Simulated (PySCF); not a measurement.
# CH3BCl2OSi: electronic excitations at several levels of theory

Aim: compute the electronic excitations of CH3BCl2OSi (`O=C[SiH2]B(Cl)Cl`) at several levels, and see how far they spread and what each costs.

Computed with PySCF 2.14.0, with density-fitted response routines of our own, on a single molecule in the gas phase. Atoms are numbered from 0 throughout.

### Step 1. The starting structure

9 atoms, charge 0, multiplicity 1; geometry from: GFN2-xTB. The atoms were then displaced at random by about 0.01 Å, so the start is not that level's minimum.

Bonds of the start (Å): O0–C1 1.19, C1–Si2 1.92, Si2–B3 2.03, B3–Cl4 1.70, B3–Cl5 1.70, C1–H6 1.10, Si2–H7 1.47, Si2–H8 1.45.

### Step 2. Geometry optimisation at PBE0-D3(BJ)/def2-SVP

What the job is given:

```
{"job": {"xc": "PBE0", "basis": "def2-SVP", "d3": "d3bj", "grid": 1, "shake": 0.01, "kind": "geom"}, "charge": 0, "multiplicity": 1}
O     -1.446820     1.177810    -1.159950
C     -1.579450     0.326150    -0.345280
Si    -0.099080    -0.545050     0.513890
B      1.657370     0.203630    -0.183210
Cl     2.313390     1.622900     0.472660
Cl     2.440110    -0.520960    -1.508830
H     -2.577470    -0.012850    -0.043980
H     -0.327690    -0.307730     1.943470
H     -0.322540    -1.961060     0.277490
```

On the command line:

```
$ OMP_NUM_THREADS=1 python probes_run.py task.json out
```

The driver reads the jobs from task.json and runs them one after another.

The program printed:

```text
step   0  E = -1348.85747548  max force = 0.027383
step   1  E = -1348.86264782  max force = 0.008895
step   2  E = -1348.86300775  max force = 0.004479
step   3  E = -1348.86313181  max force = 0.002015
step   4  E = -1348.86319416  max force = 0.000482
step   5  E = -1348.86320064  max force = 0.000300
optimisation converged
```

It took 24 s on 1 thread of Arm Neoverse V2, shared host; peak memory 0.45 GiB.

Relaxation path:

| step | energy from step 0 (eV) | largest force component (eV/Å) |
| --- | --- | --- |
| 0 | 0.0000 | 1.4081 |
| 1 | -0.1407 | 0.4574 |
| 2 | -0.1505 | 0.2303 |
| 3 | -0.1539 | 0.1036 |
| 4 | -0.1556 | 0.0248 |
| 5 | -0.1558 | 0.0154 |

Close pairs (by a distance rule), those that changed most:

| bond | before (Å) | after (Å) | change (Å) |
| --- | --- | --- | --- |
| B3–Cl4 | 1.696 | 1.745 | +0.050 |
| Si2–H8 | 1.453 | 1.496 | +0.044 |
| B3–Cl5 | 1.701 | 1.745 | +0.043 |
| C1–H6 | 1.096 | 1.126 | +0.030 |
| Si2–H7 | 1.467 | 1.496 | +0.029 |
| C1–Si2 | 1.921 | 1.943 | +0.022 |
| O0–C1 | 1.186 | 1.205 | +0.019 |
| Si2–B3 | 2.033 | 2.019 | -0.014 |

The end geometry stands in the next job.

| at the end point | value |
| --- | --- |
| rotational constants (GHz, main isotopes) | 2.065, 1.198, 1.011 |
| dipole moment (D) | 2.11 |

### Step 3. Ultraviolet spectrum: PBE0/def2-TZVP

What the job is given:

```
{"job": {"kind": "uv", "xc": "PBE0", "basis": "def2-TZVP"}, "charge": 0, "multiplicity": 1}
O     -0.367373     1.357924    -0.962480
C     -0.566179     0.506745    -0.132537
Si     0.897139    -0.392486     0.775070
B      2.557662     0.419769    -0.037041
Cl     3.210585     1.906546     0.602366
Cl     3.312759    -0.306819    -1.431758
H     -1.621347     0.214978     0.132629
H      0.755431    -0.131042     2.241621
H      0.754042    -1.862432     0.534265
```

Method: TDDFT PBE0/def2-TZVP, vertical, gas phase, core orbitals frozen in the response.

The program printed:

```text
coarse grid: 9992 points
cycle   1  E = -1349.3146581350  dE =  6.330e-01  |g| = 7.435e-01  |ddm| = 2.491e+00
cycle   2  E = -1348.8444734774  dE =  4.702e-01  |g| = 1.697e+00  |ddm| = 2.328e+00
cycle   3  E = -1349.4270258895  dE = -5.826e-01  |g| = 8.484e-02  |ddm| = 1.912e+00
cycle   4  E = -1349.4274938493  dE = -4.680e-04  |g| = 7.602e-02  |ddm| = 1.095e-01
cycle   5  E = -1349.4288457788  dE = -1.352e-03  |g| = 1.471e-02  |ddm| = 5.656e-02
cycle   6  E = -1349.4288986334  dE = -5.285e-05  |g| = 4.387e-03  |ddm| = 1.360e-02
cycle   7  E = -1349.4289028001  dE = -4.167e-06  |g| = 9.534e-04  |ddm| = 4.673e-03
final grid: 85160 points
cycle   8  E = -1349.4263164235  dE = -1.432e-05  |g| = 1.043e-02  |ddm| = 2.288e-02
cycle   9  E = -1349.4262572071  dE =  5.922e-05  |g| = 2.070e-02  |ddm| = 1.614e-02
cycle  10  E = -1349.4263350167  dE = -7.781e-05  |g| = 1.687e-03  |ddm| = 1.192e-02
cycle  11  E = -1349.4263355780  dE = -5.613e-07  |g| = 3.057e-04  |ddm| = 1.649e-03
cycle  12  E = -1349.4263356002  dE = -2.211e-08  |g| = 1.066e-04  |ddm| = 2.980e-04
cycle  13  E = -1349.4263356029  dE = -2.740e-09  |g| = 2.552e-05  |ddm| = 9.273e-05
cycle  14  E = -1349.4263356031  dE = -1.794e-10  |g| = 7.280e-06  |ddm| = 2.686e-05
converged SCF energy = -1349.4263356031

Static polarisability (au): isotropic 79.921, principal 72.298 78.931 88.534

Singlet excitations
state   eV       nm        f      main configurations
  1   3.2672    379.5   0.00049   H->L+1 0.98
  2   3.8120    325.2   0.03250   H->L 0.99
  3   4.7141    263.0   0.00279   H-1->L 0.99
  4   5.3463    231.9   0.00013   H-2->L 0.98
  5   5.6506    219.4   0.00114   H-1->L+1 0.98
  6   6.3867    194.1   0.08014   H-3->L 0.92
  7   6.5537    189.2   0.01270   H->L+2 0.59, H-4->L 0.27, H-2->L+1 0.10
  8   6.5607    189.0   0.01084   H-4->L 0.70, H->L+2 0.21
  9   6.6600    186.2   0.00963   H-2->L+1 0.84, H->L+2 0.13
 10   6.9321    178.9   0.00425   H->L+3 0.93

Triplet excitations (Tamm-Dancoff, eV): 2.5339 3.4337 4.0880 5.1566
```

It took 22 s on 1 thread of Arm Neoverse V2, shared host; peak memory 0.82 GiB.

Frontier orbitals and where they lie:

| orbital | eV | atoms |
| --- | --- | --- |
| HOMO−3 | -9.74 | Cl4 46 %, Cl5 44 %, B3 10 % |
| HOMO−2 | -9.30 | Cl4 43 %, Cl5 43 %, B3 6 % |
| HOMO−1 | -8.59 | B3 25 %, Si2 23 %, Cl4 21 % |
| HOMO | -7.24 | O0 46 %, C1 25 %, Si2 14 % |
| LUMO | -2.34 | B3 50 %, Si2 18 %, Cl5 13 % |
| LUMO+1 | -1.75 | C1 49 %, O0 29 %, Si2 16 % |
| LUMO+2 | 0.59 | Si2 63 %, B3 11 %, C1 11 % |

With each of the 10 states as a Gaussian band of 0.4 eV half-width at 1/e, the curve within the window shown has maxima at 325 nm (ε 1,300), 192 nm (ε 4,400) L/(mol cm). Beyond the last state computed it falls off for lack of states. The curve at chosen wavelengths:

(nm, ε (L/mol/cm)): (171, 241), (183, 2612), (194, 4283), (206, 1503), (218, 195), (230, 47), (241, 50), (253, 96), (265, 125), (276, 159), (288, 338), (300, 722), (312, 1134), (323, 1316), (335, 1217), (347, 920), (359, 595), (370, 360), (382, 192), (394, 98), (405, 53), (417, 27), (429, 14), (441, 8), (452, 5), (464, 3)

Ground-state properties from the same run:

| property | computed |
| --- | --- |
| dipole moment (D) | 2.26 |
| polarisability (Å³) | 11.84 |
| HOMO–LUMO gap (eV) | 4.90 |
| −ε(HOMO) (eV) | 7.24 |

### Step 4. Excited states and response: PBE0/aug-cc-pVDZ

The job, as its differences from that of step 3:

```diff
@@ -1,2 +1,2 @@
-{"job": {"kind": "uv", "xc": "PBE0", "basis": "def2-TZVP"}, "charge": 0, "multiplicity": 1}
+{"job": {"kind": "uv", "xc": "PBE0", "basis": "aug-cc-pVDZ"}, "charge": 0, "multiplicity": 1}
 O     -0.367373     1.357924    -0.962480
```

Method: TDDFT PBE0/aug-cc-pVDZ, vertical, gas phase, core orbitals frozen in the response.

The program printed:

```text
coarse grid: 9992 points
cycle   1  E = -1349.2341880197  dE =  6.761e-01  |g| = 7.057e-01  |ddm| = 6.026e+00
cycle   2  E = -1348.7863383567  dE =  4.478e-01  |g| = 1.628e+00  |ddm| = 2.567e+00
cycle   3  E = -1349.3427012200  dE = -5.564e-01  |g| = 8.200e-02  |ddm| = 1.744e+00
cycle   4  E = -1349.3432472310  dE = -5.460e-04  |g| = 7.026e-02  |ddm| = 2.893e-01
cycle   5  E = -1349.3445799922  dE = -1.333e-03  |g| = 1.189e-02  |ddm| = 1.357e-01
cycle   6  E = -1349.3446193611  dE = -3.937e-05  |g| = 2.932e-03  |ddm| = 2.520e-02
cycle   7  E = -1349.3446213858  dE = -2.025e-06  |g| = 6.403e-04  |ddm| = 5.036e-03
final grid: 85160 points
cycle   8  E = -1349.3691356965  dE =  2.466e-07  |g| = 9.033e-03  |ddm| = 5.458e-02
cycle   9  E = -1349.3690844933  dE =  5.120e-05  |g| = 1.861e-02  |ddm| = 3.068e-02
cycle  10  E = -1349.3691518243  dE = -6.733e-05  |g| = 1.077e-03  |ddm| = 1.979e-02
cycle  11  E = -1349.3691521526  dE = -3.283e-07  |g| = 2.097e-04  |ddm| = 2.483e-03
cycle  12  E = -1349.3691521646  dE = -1.206e-08  |g| = 6.247e-05  |ddm| = 4.490e-04
cycle  13  E = -1349.3691521657  dE = -1.075e-09  |g| = 1.638e-05  |ddm| = 1.617e-04
cycle  14  E = -1349.3691521658  dE = -8.595e-11  |g| = 5.571e-06  |ddm| = 5.085e-05
converged SCF energy = -1349.3691521658

Static polarisability (au): isotropic 86.072, principal 78.341 84.657 95.219

Singlet excitations
state   eV       nm        f      main configurations
  1   3.2740    378.7   0.00033   H->L+1 0.98
  2   3.8362    323.2   0.03302   H->L 0.99
  3   4.7669    260.1   0.00283   H-1->L 0.99
  4   5.3851    230.2   0.00013   H-2->L 0.98
  5   5.6653    218.8   0.00103   H-1->L+1 0.98
  6   6.2023    199.9   0.01429   H->L+2 0.66, H->L+3 0.27
  7   6.2899    197.1   0.03148   H->L+3 0.61, H->L+2 0.15, H->L+4 0.15
  8   6.4144    193.3   0.08394   H-3->L 0.90
  9   6.5780    188.5   0.01370   H-4->L 0.96
 10   6.6308    187.0   0.00180   H-2->L+1 0.83, H->L+4 0.13

Triplet excitations (Tamm-Dancoff, eV): 2.5572 3.4704 4.1478 5.2047
```

Run time: 17 s. Hardware: 1 thread of Arm Neoverse V2, shared host; peak memory 0.75 GiB.

In short: HOMO -7.26 eV, LUMO -2.34 eV; lowest singlet 3.27 eV.

### Step 5. TDDFT and polarisability: PBE0/def2-TZVPD

The job, as its differences from that of step 4:

```diff
@@ -1,2 +1,2 @@
-{"job": {"kind": "uv", "xc": "PBE0", "basis": "aug-cc-pVDZ"}, "charge": 0, "multiplicity": 1}
+{"job": {"kind": "uv", "xc": "PBE0", "basis": "def2-TZVPD"}, "charge": 0, "multiplicity": 1}
 O     -0.367373     1.357924    -0.962480
```

Method: TDDFT PBE0/def2-TZVPD, vertical, gas phase, core orbitals frozen in the response.

The program printed:

```text
coarse grid: 9992 points
cycle   1  E = -1349.3164872654  dE =  6.349e-01  |g| = 7.430e-01  |ddm| = 2.523e+00
cycle   2  E = -1348.8411440248  dE =  4.753e-01  |g| = 1.703e+00  |ddm| = 1.431e+00
cycle   3  E = -1349.4286746180  dE = -5.875e-01  |g| = 8.499e-02  |ddm| = 1.064e+00
cycle   4  E = -1349.4291258945  dE = -4.513e-04  |g| = 7.669e-02  |ddm| = 1.231e-01
cycle   5  E = -1349.4305042079  dE = -1.378e-03  |g| = 1.467e-02  |ddm| = 6.060e-02
cycle   6  E = -1349.4305566158  dE = -5.241e-05  |g| = 4.435e-03  |ddm| = 1.315e-02
cycle   7  E = -1349.4305608901  dE = -4.274e-06  |g| = 9.241e-04  |ddm| = 3.535e-03
final grid: 85160 points
cycle   8  E = -1349.4279741173  dE = -1.511e-05  |g| = 1.046e-02  |ddm| = 6.010e-02
cycle   9  E = -1349.4279143013  dE =  5.982e-05  |g| = 2.080e-02  |ddm| = 1.394e-02
cycle  10  E = -1349.4279927828  dE = -7.848e-05  |g| = 1.696e-03  |ddm| = 9.533e-03
cycle  11  E = -1349.4279933507  dE = -5.679e-07  |g| = 3.067e-04  |ddm| = 1.498e-03
cycle  12  E = -1349.4279933730  dE = -2.227e-08  |g| = 1.089e-04  |ddm| = 2.824e-04
cycle  13  E = -1349.4279933758  dE = -2.871e-09  |g| = 2.567e-05  |ddm| = 1.005e-04
cycle  14  E = -1349.4279933760  dE = -1.810e-10  |g| = 7.301e-06  |ddm| = 3.044e-05
converged SCF energy = -1349.4279933760

Static polarisability (au): isotropic 86.715, principal 78.804 85.437 95.903

Singlet excitations
state   eV       nm        f      main configurations
  1   3.2476    381.8   0.00035   H->L+1 0.98
  2   3.7835    327.7   0.03067   H->L 0.99
  3   4.6855    264.6   0.00283   H-1->L 0.99
  4   5.3174    233.2   0.00012   H-2->L 0.98
  5   5.6155    220.8   0.00101   H-1->L+1 0.98
  6   6.2852    197.3   0.01886   H->L+2 0.48, H->L+3 0.29, H->L+4 0.11
  7   6.3307    195.8   0.07895   H-3->L 0.88
  8   6.3615    194.9   0.01396   H->L+3 0.65, H->L+2 0.23
  9   6.5221    190.1   0.01163   H-4->L 0.96
 10   6.6080    187.6   0.00308   H-2->L+1 0.94

Triplet excitations (Tamm-Dancoff, eV): 2.5215 3.4128 4.0661 5.1311
```

Run time: 32 s. Hardware: 1 thread of Arm Neoverse V2, shared host; peak memory 0.97 GiB.

In short: HOMO -7.27 eV, LUMO -2.40 eV; lowest singlet 3.25 eV.

### Step 6. TDDFT and polarisability: PBE0/6-31+G*

The job, as its differences from that of step 5:

```diff
@@ -1,2 +1,2 @@
-{"job": {"kind": "uv", "xc": "PBE0", "basis": "def2-TZVPD"}, "charge": 0, "multiplicity": 1}
+{"job": {"kind": "uv", "xc": "PBE0", "basis": "6-31+G*"}, "charge": 0, "multiplicity": 1}
 O     -0.367373     1.357924    -0.962480
```

Level: TDDFT PBE0/6-31+G*, vertical, gas phase, core orbitals frozen in the response.

The program printed:

```text
coarse grid: 9992 points
cycle   1  E = -1349.2354095650  dE =  6.608e-01  |g| = 6.969e-01  |ddm| = 3.052e+00
cycle   2  E = -1348.8068934156  dE =  4.285e-01  |g| = 1.595e+00  |ddm| = 2.227e+00
cycle   3  E = -1349.3432116087  dE = -5.363e-01  |g| = 8.362e-02  |ddm| = 1.675e+00
cycle   4  E = -1349.3439625331  dE = -7.509e-04  |g| = 6.818e-02  |ddm| = 1.860e-01
cycle   5  E = -1349.3452300367  dE = -1.268e-03  |g| = 1.016e-02  |ddm| = 9.581e-02
cycle   6  E = -1349.3452576477  dE = -2.761e-05  |g| = 2.709e-03  |ddm| = 1.757e-02
cycle   7  E = -1349.3452593675  dE = -1.720e-06  |g| = 6.254e-04  |ddm| = 4.759e-03
final grid: 85160 points
cycle   8  E = -1349.2844770396  dE =  3.445e-07  |g| = 9.046e-03  |ddm| = 2.333e-02
cycle   9  E = -1349.2844271226  dE =  4.992e-05  |g| = 1.843e-02  |ddm| = 1.937e-02
cycle  10  E = -1349.2844934996  dE = -6.638e-05  |g| = 1.176e-03  |ddm| = 1.360e-02
cycle  11  E = -1349.2844938980  dE = -3.983e-07  |g| = 1.803e-04  |ddm| = 1.907e-03
cycle  12  E = -1349.2844939068  dE = -8.787e-09  |g| = 5.968e-05  |ddm| = 3.614e-04
cycle  13  E = -1349.2844939078  dE = -1.021e-09  |g| = 1.534e-05  |ddm| = 1.042e-04
cycle  14  E = -1349.2844939079  dE = -7.458e-11  |g| = 5.089e-06  |ddm| = 2.762e-05
converged SCF energy = -1349.2844939079

Static polarisability (au): isotropic 77.064, principal 68.668 78.160 84.364

Singlet excitations
state   eV       nm        f      main configurations
  1   3.3282    372.5   0.00038   H->L+1 0.98
  2   3.8438    322.6   0.03573   H->L 0.99
  3   4.7810    259.3   0.00294   H-1->L 0.99
  4   5.3899    230.0   0.00014   H-2->L 0.99
  5   5.7514    215.6   0.00138   H-1->L+1 0.98
  6   6.3644    194.8   0.01409   H->L+2 0.61, H->L+3 0.34
  7   6.4353    192.7   0.09357   H-3->L 0.87
  8   6.4378    192.6   0.03587   H->L+3 0.52, H->L+2 0.19, H->L+4 0.18
  9   6.6367    186.8   0.01444   H-4->L 0.96
 10   6.7108    184.8   0.00402   H-2->L+1 0.95

Triplet excitations (Tamm-Dancoff, eV): 2.6201 3.4816 4.1651 5.2131
```

It took 10 s on 1 thread of Arm Neoverse V2, shared host; peak memory 0.61 GiB.

Key values: HOMO -7.31 eV, LUMO -2.39 eV; lowest singlet 3.33 eV.

### Step 7. Comparing the runs: electronic excitations

Excitations and ground-state properties, with basis size and wall time:

| run | lowest singlet (eV) | brightest (eV) | f | gap (eV) | α (Å³) | μ (D) | functions | time |
| --- | --- | --- | --- | --- | --- | --- | --- | --- |
| PBE0/def2-TZVP | 3.27 | 6.39 | 0.080 | 4.90 | 11.84 | 2.26 | 222 | 22 s |
| PBE0/aug-cc-pVDZ | 3.27 | 6.41 | 0.084 | 4.92 | 12.75 | 2.36 | 177 | 17 s |
| PBE0/def2-TZVPD | 3.25 | 6.33 | 0.079 | 4.87 | 12.85 | 2.31 | 276 | 32 s |
| PBE0/6-31+G* | 3.33 | 6.44 | 0.094 | 4.93 | 11.42 | 2.53 | 126 | 10 s |

### Step 8. Summary of results

| quantity | value |
| --- | --- |
| rotational constants (main isotopes) | 2.07, 1.20, 1.01 GHz |
| lowest singlet (PBE0/def2-TZVP) | 3.27 eV (379 nm), f = 0.000 |
| brightest single state of those computed | state 6, 6.39 eV, f = 0.080 |
| lowest triplet | 2.53 eV |
| range of the lowest singlet | 3.25 to 3.33 eV |

Single values in the summary come from the first run of each kind that ended normally (PBE0/def2-TZVP), which need not be the best level. Relaxing lowered the energy by 0.156 eV in 5 steps; the close pair that moved most is B3–Cl4, from 1.696 to 1.745 Å. No frequency check was run at this level, so the end point may be a saddle. The lowest singlet, at 3.27 eV, is HOMO→LUMO+1 0.98 and is dark; of the 10 states computed, the strongest absorption comes from state 6 at 6.39 eV. The lowest triplet lies 0.73 eV below the lowest singlet (triplets in Tamm-Dancoff, singlets in full TDDFT). The lowest singlet runs from 3.25 eV (PBE0/def2-TZVPD) to 3.33 eV (PBE0/6-31+G*), while the orbital gap spans 4.87 to 4.93 eV. The lowest state need not be the same one in every run.
